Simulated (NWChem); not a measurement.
# One shape, several levels: doublet SiHCl2F−

Wanted: a comparison of 6 runs (UHF/3-21G, UB3LYP/6-31G*, UB3LYP/def2-SVPD, UPBE0/def2-SVPD, UMP2/def2-SVPD) of doublet SiHCl2F−. 

The calculation is run with NWChem 7.3.0.

50 further runs of the same task are left out: 2 that didn't finish, 48 set aside as unsound or not needed.

## Step 1: The structure to begin with

The species is SiHCl2F− (5 atoms), meant as a doublet with charge -1. As SMILES of the parent species, `F[SiH](Cl)Cl`. The shape is that of a PBE0-D4/def2-TZVP optimisation. That shape belongs to the parent species and isn't relaxed for this state.

Bond lengths: F1–Si2 1.581 Å, Si2–Cl3 2.024 Å, Si2–Cl4 2.024 Å, Si2–H5 1.467 Å. Angles: F1–Si2–Cl3 108.4°, F1–Si2–Cl4 108.4°, Cl3–Si2–Cl4 110.2°, F1–Si2–H5 109.1°, Cl3–Si2–H5 110.4°, Cl4–Si2–H5 110.4°.

## Step 2: A single-point energy at UHF/3-21G (run 1)

Contents of run.py:

```python
from ase import Atoms
from ase.calculators.nwchem import NWChem

mol = Atoms(['F', 'Si', 'Cl', 'Cl', 'H'], positions=[
    [0.035500, -0.682700, 1.466900],
    [0.115700, -0.048400, 0.020800],
    [-0.511900, 1.872300, 0.131500],
    [-1.092800, -1.108700, -1.208300],
    [1.503300, -0.106100, -0.452400],
])

calc = NWChem(
    label='cl2fhsi',
    theory='scf',
    memory='2200 mb',
    basis='3-21G',
    basispar='spherical bse',
    charge=-1,
    scf={'nopen': '1', 'uhf': None, 'thresh': '1e-08', 'maxiter': '80'},
    task='energy',
)
mol.calc = calc

e = mol.get_potential_energy()
print(f"E = {e:.6f} eV")
```

Run with:

```console
$ export ASE_NWCHEM_COMMAND="nwchem PREFIX.nwi > PREFIX.nwo"
$ python run.py
```

Standard output:

```text
E = -35415.635326 eV
```

The calculator wrote cl2fhsi.nwi:

```
title "cl2fhsi"

permanent_dir cl2fhsi

scratch_dir cl2fhsi

start cl2fhsi

geometry units angstrom nocenter noautosym noautoz
  F  3.5499999999999997e-02 -6.8269999999999997e-01 1.4669000000000001e+00
  Si 1.1570000000000000e-01 -4.8399999999999999e-02 2.0799999999999999e-02
  Cl -5.1190000000000002e-01 1.8723000000000001e+00 1.3150000000000001e-01
  Cl -1.0928000000000000e+00 -1.1087000000000000e+00 -1.2082999999999999e+00
  H  1.5033000000000001e+00 -1.0610000000000000e-01 -4.5240000000000002e-01
end

charge -1

memory 2200 mb

basis spherical bse noprint
   * library 3-21G
end

scf
  nopen 1
  uhf
  thresh 1e-08
  maxiter 80
end

task scf energy
```

cl2fhsi.nwo:

```text
Northwest Computational Chemistry Package (NWChem) 7.3.0
             --------------------------------------------------------

           Job information
           ---------------

    nwchem branch   = 7.3.0
    use scalapack   = T
    input           = cl2fhsi.nwi
    prefix          = cl2fhsi.
    data base       = cl2fhsi/cl2fhsi.db
    status          = startup
    nproc           =        1

           Memory information
           ------------------

    heap     =     72089600 doubles =      550.0 Mbytes
    stack    =     72089597 doubles =      550.0 Mbytes
    global   =    144179200 doubles =     1100.0 Mbytes (distinct from heap & stack)
    total    =    288358397 doubles =     2200.0 Mbytes
    verify   = yes
    hardfail = no

           Directory information
           ---------------------

  0 permanent = cl2fhsi
  0 scratch   = cl2fhsi

                                NWChem Input Module
                                -------------------

                                      cl2fhsi
                                      -------

[... 26 lines left out ...]
            Nuclear Dipole moment (a.u.)
[... 82 lines left out ...]
 1-e energy   =   -2404.792462
[... 7 lines left out ...]
         Quadratically convergent UHF
[... 16 lines left out ...]
       Final UHF  results
[... 3 lines left out ...]
      One electron energy =  -2377.080488803846
[... 1 line left out ...]
 Nuclear repulsion energy =    281.098518557606
[... 52 lines left out ...]
          Final beta eigenvalues
[... 234 lines left out ...]
                     UHF Final Beta Molecular Orbital Analysis
[... 237 lines left out ...]
   Mulliken analysis of the spin density
   -------------------------------------

    Atom       Charge   Shell Charges
 -----------   ------   -------------------------------------------------------
    1 F    9     0.00   0.00  0.00  0.01 -0.00 -0.01
    2 Si  14     0.90   0.00  0.01  0.00  0.12  0.16  0.25  0.35
    3 Cl  17     0.02   0.00  0.00  0.00  0.02  0.08 -0.08 -0.01
    4 Cl  17     0.02   0.00  0.00  0.00  0.02  0.08 -0.08 -0.01
    5 H    1     0.06   0.01  0.04

       Multipole analysis of the density wrt the origin
       ------------------------------------------------

     L   x y z        total         alpha         beta         nuclear
     -   - - -        -----         -----         ----         -------
     0   0 0 0     -1.000000    -30.000000    -29.000000     58.000000

     1   1 0 0      1.227305     23.289159     22.984111    -45.045965
[... 8 lines of this table left out ...]
     2   0 0 2    -41.389932   -102.271322    -98.711840    159.593230

 Task  times  cpu:        4.6s     wall:        4.6s
 Total times  cpu:        4.7s     wall:        4.7s
```

Run time: 6.3 s. Hardware: 1 thread of AMD EPYC 7R43 (Zen 3), shared host; peak memory 0.094 GiB.

## Step 3: The energy at UB3LYP/6-31G(d) (Cartesian functions) (run 2)

Contents of run.py:

```python
from ase import Atoms
from ase.calculators.nwchem import NWChem

system = Atoms('FSiClClH', positions=[
    [0.035500, -0.682700, 1.466900],
    [0.115700, -0.048400, 0.020800],
    [-0.511900, 1.872300, 0.131500],
    [-1.092800, -1.108700, -1.208300],
    [1.503300, -0.106100, -0.452400],
])

calc = NWChem(
    label='cl2fhsi',
    theory='dft',
    memory='2200 mb',
    basis='6-31G*',
    charge=-1,
    dft={'xc': 'b3lyp', 'mult': '2', 'grid': 'xfine', 'convergence': 'energy 1e-08', 'iterations': '100', 'mulliken': None, 'print': 'low'},
    task='energy',
)
system.calc = calc

print(f"energy = {system.get_potential_energy():.6f} eV")
```

Run with:

```console
$ export ASE_NWCHEM_COMMAND="nwchem PREFIX.nwi > PREFIX.nwo"
$ python run.py
```

Standard output:

```text
energy = -35657.802078 eV
```

The calculator wrote cl2fhsi.nwi:

```
title "cl2fhsi"

permanent_dir cl2fhsi

scratch_dir cl2fhsi

start cl2fhsi

geometry units angstrom nocenter noautosym noautoz
  F  3.5499999999999997e-02 -6.8269999999999997e-01 1.4669000000000001e+00
  Si 1.1570000000000000e-01 -4.8399999999999999e-02 2.0799999999999999e-02
  Cl -5.1190000000000002e-01 1.8723000000000001e+00 1.3150000000000001e-01
  Cl -1.0928000000000000e+00 -1.1087000000000000e+00 -1.2082999999999999e+00
  H  1.5033000000000001e+00 -1.0610000000000000e-01 -4.5240000000000002e-01
end

charge -1

memory 2200 mb

basis noprint
   * library 6-31G*
end

dft
  xc b3lyp
  mult 2
  grid xfine
  convergence energy 1e-08
  iterations 100
  mulliken
  print low
end

task dft energy
```

cl2fhsi.nwo, shortened:

```text
[...]
         Total DFT energy =    -1310.400067315334
      One electron energy =    -2384.776612579522
           Coulomb energy =      881.981622481379
    Exchange-Corr. energy =      -88.703595774796
 Nuclear repulsion energy =      281.098518557606
[... 29 lines left out ...]
     -------------------------------------------
      Total Density - Lowdin Population Analysis
[...]
      <S2> =      0.7513 (Exact =     0.7500)
[...]
```

Wall time 55 s (1 thread of AMD EPYC 7R43 (Zen 3), shared host); peak memory 0.12 GiB.

Runs 3 to 4 aren't shown in full; the table further down has their settings and results.

## Step 4: A single-point energy at UPBE0/def2-SVPD (run 5)

Contents of cl2fhsi.xyz:

```xyz
5
Cl2FHSi
F      0.035500    -0.682700     1.466900
Si     0.115700    -0.048400     0.020800
Cl    -0.511900     1.872300     0.131500
Cl    -1.092800    -1.108700    -1.208300
H      1.503300    -0.106100    -0.452400
```

Contents of cl2fhsi.nw:

```
start cl2fhsi
title "Cl2FHSi"
memory total 2200 mb
charge -1
geometry units angstroms noautosym nocenter noautoz
load cl2fhsi.xyz
end
basis spherical bse
* library def2-SVPD
end
dft
xc pbe0
mult 2
grid fine
convergence energy 1e-08
maxiter 100
mulliken
print medium
end
task dft energy
```

Run with:

```console
$ nwchem cl2fhsi.nw > cl2fhsi.out
```

Standard output:

```text
[...]
          Wavefunction type:  spin polarized.
          No. of atoms     :     5
          No. of electrons :    59
[...]
          Charge           :    -1
          Spin multiplicity:     2
[...]
          AO basis - number of functions:   109
[...]
              XC Information
              --------------
                         PBE0 Method XC Functional
                     Hartree-Fock (Exact) Exchange  0.250
          PerdewBurkeErnzerhof Exchange Functional  0.750
            Perdew 1991 LDA Correlation Functional  1.000 local
           PerdewBurkeErnz. Correlation Functional  1.000 non-local
[...]
 d= 0,ls=0.0,diis     1  -1309.2711351351 -1.59D+03  7.43D-01  3.54D-01     3.2
[...]
 d= 0,ls=0.0,diis    17  -1309.4891725712 -3.67D-10  8.37D-06  6.32D-12    45.7
[...]
         Total DFT energy =    -1309.489172571245
      One electron energy =    -2380.300087442712
           Coulomb energy =      877.668096802868
    Exchange-Corr. energy =      -87.955700489008
 Nuclear repulsion energy =      281.098518557606
[...]
      Total Density - Mulliken Population Analysis
     ---------------------------------------------
    Atom       Charge   Shell Charges
 -----------   ------   -------------------------------------------------------
    1 F    9     9.44   1.99  1.13  0.78 -0.07  3.35  2.00  0.23  0.00  0.01
    2 Si  14    14.11   2.00  1.98  1.05 -0.39  1.40  5.92  1.15  0.58  0.45 -0.03
    3 Cl  17    17.19   2.00  1.98  1.29  0.65 -0.51  5.93  2.14  3.14  0.54  0.02  0.02
    4 Cl  17    17.19   2.00  1.98  1.29  0.65 -0.51  5.93  2.14  3.14  0.54  0.02  0.02
    5 H    1     1.06   0.75  0.20  0.01  0.09
[...]
      <S2> =      0.7509 (Exact =     0.7500)
[...]
```

It took 47 s on 1 thread of AMD EPYC 7R43 (Zen 3), shared host; peak memory 0.12 GiB.

## Step 5: The energy at UMP2/def2-SVPD (run 6)

Contents of mol.nw:

```
start mol
title "Cl2FHSi energy"
memory total 2200 mb
charge -1

geometry units angstrom noautosym nocenter noautoz
  F      0.035500    -0.682700     1.466900
  Si     0.115700    -0.048400     0.020800
  Cl    -0.511900     1.872300     0.131500
  Cl    -1.092800    -1.108700    -1.208300
  H      1.503300    -0.106100    -0.452400
end

basis spherical bse
  * library def2-SVPD
end

scf
  doublet
  uhf
  thresh 1e-08
  maxiter 80
end

mp2
  freeze core 16
  tight
end

task mp2 energy
```

Run with:

```console
$ nwchem mol.nw > mol.out
```

Standard output:

```text
[...]
  functions       =   109
[...]
  wavefunction    = UHF
[...]
         Total SCF energy =  -1307.597332559254
      One electron energy =  -2378.723232733317
      Two electron energy =    790.027381616457
 Nuclear repulsion energy =    281.098518557606
                       Sz =      0.5000
                 Sz(Sz+1) =      0.7500
                      S^2 =      0.7508
[...]
          Total MP2 energy         -1308.194079271062
[...]
```

Wall time 84 s (1 thread of AMD EPYC 7R43 (Zen 3), shared host); peak memory 0.34 GiB.

## Step 6: Overview of the runs

```tsv
run	level	Cartesian functions	iteration cap	energy (Eh)	HOMO energy (eV)	LUMO energy (eV)	⟨S²⟩	wall time
1	UHF/3-21G	no	80	-1301.500603	2.21	9.86	0.754	6.3 s
2	UB3LYP/6-31G* (Cartesian functions)	yes	100	-1310.400067	–	–	0.751	55 s
3	UB3LYP/6-31G* (spherical functions)	no	100	-1310.389819	4.55	6.07	0.751	39 s
4	UB3LYP/def2-SVPD	no	100	-1310.056246	2.61	3.56	0.751	55 s
5	UPBE0/def2-SVPD	no	100	-1309.489173	2.58	3.78	0.751	47 s
6	UMP2/def2-SVPD	no	80	-1308.194079	2.17	5.42	0.751	84 s
```

## Step 7: Summary of results

| quantity | value |
| --- | --- |
| run 6: total energy | -1308.19408 Eh |
| run 6: HOMO energy (Hartree–Fock orbitals) (highest over α and β) | 2.17 eV |
| run 6: LUMO energy (Hartree–Fock orbitals) (lowest over α and β) | 5.42 eV |
| run 6: correlation energy (16 core orbitals frozen) | -596.7 mEh |
| run 6: ⟨S²⟩ of the reference determinant | 0.751 |

What this shows: Totals of different functionals can't be ranked against each other. In runs 1, 3, 4, 5, 6 the HOMO lies above zero, from self-interaction, a short basis or an electron that isn't bound. All runs together took 4.8 min, the longest 84 s.
